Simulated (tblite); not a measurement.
# C23H33BIS: the cost of one run

Programs: tblite 0.8.0 and PySCF 2.14.0, with routines of our own; each step states its level. All values are computed. Atoms count from 0.

## (1) The starting structure

59 atoms, charge 1, multiplicity 1; geometry from: force field, distance geometry or constructed start.

## (2) Relaxing the molecule with GFN2-xTB

The job: settings as JSON, then the geometry in Å.

```
{"job": {"kind": "relax", "xc": "GFN2-xTB", "basis": "xTB"}, "charge": 1, "multiplicity": 1}
C     -4.800900     1.149500     2.071100
S     -4.669400    -0.658300     1.929600
C     -3.671800    -0.612600     0.417600
C     -4.280300    -0.721600    -0.890400
C     -5.753200    -1.205500    -1.111300
C     -5.982300    -2.585900    -0.455500
C     -6.769300    -0.172800    -0.573900
C     -6.090200    -1.395000    -2.618000
C     -3.452600    -0.433200    -1.999600
C     -2.109400    -0.135800    -1.858100
C     -1.507200    -0.128500    -0.613000
I      0.601100     0.161700    -0.581500
C      2.686200     0.453300    -0.545700
C      3.415000     0.466200    -1.745100
C      4.797700     0.636600    -1.720300
C      5.497100     0.779100    -0.493600
C      7.031400     0.960000    -0.515600
C      7.391200     2.223200    -1.320900
C      7.685800    -0.270900    -1.177100
C      7.642400     1.110500     0.901200
C      4.741600     0.752000     0.699600
C      3.355200     0.584400     0.667000
C     -2.272100    -0.376000     0.545700
B     -1.550300    -0.422400     1.948900
C     -0.917700     0.914600     2.562200
C     -1.659800    -1.708400     2.880700
H     -5.512100     1.400700     2.889900
H     -3.817800     1.593500     2.310800
H     -5.182300     1.590100     1.124600
H     -5.958500    -2.546700     0.653200
H     -6.971200    -2.997300    -0.726900
H     -5.203800    -3.303900    -0.789500
H     -6.494700     0.850900    -0.899900
H     -7.791600    -0.391000    -0.942100
H     -6.851000    -0.192000     0.526900
H     -6.055900    -0.428200    -3.169100
H     -7.124600    -1.795800    -2.754500
H     -5.400100    -2.123100    -3.098100
H     -3.822000    -0.441800    -3.012400
H     -1.518200     0.062400    -2.743300
H      2.900400     0.349100    -2.685100
H      5.330600     0.635700    -2.662200
H      8.495000     2.402000    -1.312900
H      7.083100     2.140000    -2.383500
H      6.889100     3.118900    -0.878200
H      8.792800    -0.183600    -1.168700
H      7.404500    -1.200500    -0.638300
H      7.375400    -0.376600    -2.237700
H      8.744000     1.240100     0.841900
H      7.226900     2.003300     1.416500
H      7.442000     0.197500     1.516600
H      5.211900     0.849800     1.668500
H      2.797300     0.557700     1.594500
H     -0.931600     1.724900     1.804800
H      0.128600     0.716000     2.877000
H     -1.512700     1.231900     3.443600
H     -2.339100    -1.510700     3.719500
H     -0.647800    -1.947500     3.281200
H     -2.029900    -2.571100     2.294400
```

The run is started by

```bash
$ OMP_NUM_THREADS=2 python large_run.py task.json out
```

One launch serves the whole session: the jobs run in the order shown.

Q: Estimate the wall time and peak memory of this first job on 2 threads of Arm Neoverse V1, shared host.

About 12 s, with a peak of 0.19 GiB.
